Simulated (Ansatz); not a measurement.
# C5H9ClO: the cost of one run

All numbers below are computed with Ansatz 0.2.0 (RKS PBE/STO-3G).

1 further run of the same task is left out (it didn't finish).

## 1. The starting structure

Bond lengths (14 of 15 bonds, heavy atoms first): C1–C2 1.347 Å, C2–O3 1.377 Å, C2–C4 1.560 Å, C4–C5 1.562 Å, C5–C6 1.518 Å, C5–Cl7 1.811 Å, C1–H8 1.034 Å, C1–H9 1.056 Å, O3–H10 1.004 Å, C4–H11 1.048 Å, C4–H12 1.061 Å, C5–H13 1.095 Å, C6–H14 1.072 Å, C6–H15 1.070 Å. Angles (14 of 25 angles, heavy atoms first): C1–C2–O3 117.7°, C1–C2–C4 123.5°, O3–C2–C4 118.5°, C2–C4–C5 111.6°, C4–C5–C6 117.1°, C4–C5–Cl7 110.2°, C6–C5–Cl7 109.9°, C2–C1–H8 120.7°, C2–C1–H9 118.9°, C2–O3–H10 109.5°, C2–C4–H11 108.0°, C2–C4–H12 108.5°, C5–C4–H11 110.3°, C5–C4–H12 106.8°.

As a file:

```xyz
16

C     0.1308   -2.1810   -0.7772
C     0.2886   -1.2731    0.2059
O    -0.1717   -1.6027    1.4612
C     1.0870    0.0562    0.0319
C     0.1823    1.3054    0.2766
C    -1.1053    1.3946   -0.5222
Cl   -0.1758    1.4803    2.0437
H    -0.3907   -3.0580   -0.6067
H     0.4148   -1.9229   -1.7611
H    -0.0140   -0.8341    2.0877
H     1.8846    0.0460    0.7109
H     1.4269    0.1162   -0.9709
H     0.7483    2.2100    0.0304
H    -0.9147    1.2920   -1.5725
H    -1.6099    2.3252   -0.3690
H    -1.8042    0.6233   -0.2244
```

## 2. End point A

input.yaml

```yaml
crystal:
  periodic: [false, false, false]
  atoms:
    - { symbol: C, position_ang: [0.1308, -2.181, -0.7772] }
    - { symbol: C, position_ang: [0.2886, -1.2731, 0.2059] }
    - { symbol: O, position_ang: [-0.1717, -1.6027, 1.4612] }
    - { symbol: C, position_ang: [1.087, 0.0562, 0.0319] }
    - { symbol: C, position_ang: [0.1823, 1.3054, 0.2766] }
    - { symbol: C, position_ang: [-1.1053, 1.3946, -0.5222] }
    - { symbol: Cl, position_ang: [-0.1758, 1.4803, 2.0437] }
    - { symbol: H, position_ang: [-0.3907, -3.058, -0.6067] }
    - { symbol: H, position_ang: [0.4148, -1.9229, -1.7611] }
    - { symbol: H, position_ang: [-0.014, -0.8341, 2.0877] }
    - { symbol: H, position_ang: [1.8846, 0.046, 0.7109] }
    - { symbol: H, position_ang: [1.4269, 0.1162, -0.9709] }
    - { symbol: H, position_ang: [0.7483, 2.21, 0.0304] }
    - { symbol: H, position_ang: [-0.9147, 1.292, -1.5725] }
    - { symbol: H, position_ang: [-1.6099, 2.3252, -0.369] }
    - { symbol: H, position_ang: [-1.8042, 0.6233, -0.2244] }
basis:
  gaussian: { orbitals: STO-3G }
hamiltonian:
  xc: pbe
relax:
  f_tol: 0.015
  max_steps: 40
```

Run with:

```
$ ansatz run input.yaml --threads 1 --pin off --max-ram 2048MiB --backend cpu --events-out ev --progress --plain --runs-dir out
```

Q: Estimate wall time and peak memory on 1 thread of Intel Xeon 6975P-C (Granite Rapids), shared host.

About 23 s, with a peak of 0.16 GiB.
